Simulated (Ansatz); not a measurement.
# KNaHCl: the cost of one run

Computed with Ansatz 0.2.0 (DFT PBE, scalar-relativistic, plane waves, PAW, unless a step names another level, unless a step's input says otherwise).

2 further runs of the same task are left out: 2 set aside as unsound or not needed.

**1. The structure to begin with**

It takes space group P4/nmm (No. 129, tetragonal). Conventional cell: a = 4.479 Å, b = 4.479 Å, c = 9.782 Å, α = 90.00°, β = 90.00°, γ = 90.00°. K (site symmetry 4mm) has 5 Cl at 3.17 to 3.18 Å as nearest neighbours. Na (site symmetry 4mm) is surrounded by 4 H at 2.32 Å and 1 Cl at 2.80 Å. H (site symmetry -4m2) has 4 Na at 2.32 Å as nearest neighbours. Cl (site symmetry 4mm) is surrounded by 1 Na at 2.80 Å and 5 K at 3.17 to 3.18 Å.

As a file:

```
CELL_PARAMETERS angstrom
4.47872 0.00000 0.00000
0.00000 4.47872 0.00000
0.00000 0.00000 9.78207
ATOMIC_POSITIONS crystal
K 0.00000 0.50000 0.32913
K 0.50000 0.00000 0.67087
Na 0.00000 0.50000 0.93990
Na 0.50000 0.00000 0.06010
H 0.00000 0.00000 0.00000
H 0.50000 0.50000 0.00000
Cl 0.00000 0.50000 0.65394
Cl 0.50000 0.00000 0.34606
```

It came out lowest among 25 distinct ends of the trial cells. At a tolerance of 0.02 Å it has space group P4/nmm (No. 129).

**2. Relaxing to 0.001 eV/Å, on the response runs' mesh and smearing**

File input.yaml:

```yaml
crystal:
  lattice:
    - [4.4787224458, 0.0, 0.0]
    - [0.0, 4.4787224458, 0.0]
    - [0.0, 0.0, 9.7820682656]
  atoms:
    - { symbol: K, position: [0.0, 0.5, 0.3291286396] }
    - { symbol: K, position: [0.5, 0.0, 0.6708713604] }
    - { symbol: Na, position: [0.0, 0.5, 0.9399045151] }
    - { symbol: Na, position: [0.5, 0.0, 0.0600954849] }
    - { symbol: H, position: [0.0, 0.0, 0.0] }
    - { symbol: H, position: [0.5, 0.5, 0.0] }
    - { symbol: Cl, position: [0.0, 0.5, 0.6539373448] }
    - { symbol: Cl, position: [0.5, 0.0, 0.3460626552] }
basis:
  ecutwfc: 420
kpoints:
  mp_grid: { grid: [6, 6, 4] }
hamiltonian:
  xc: pbe
scf:
  occupations: { method: fixed }
output:
  forces: true
  stress: true
  eigenvalues: true
relax:
  adjacent_minimum: "off"
  f_tol: 0.001
  max_steps: 60
  cell: { stress_tol: 0.01 }
```

Command:

```sh
ansatz run input.yaml --threads 3 --pin off --max-ram 7680MiB --backend cpu --events-out ev --progress --plain --runs-dir out
```

Q: Estimate wall time and peak memory on 3 threads of Arm Neoverse V1, shared host.

About 20 s, with a peak of 0.54 GiB.
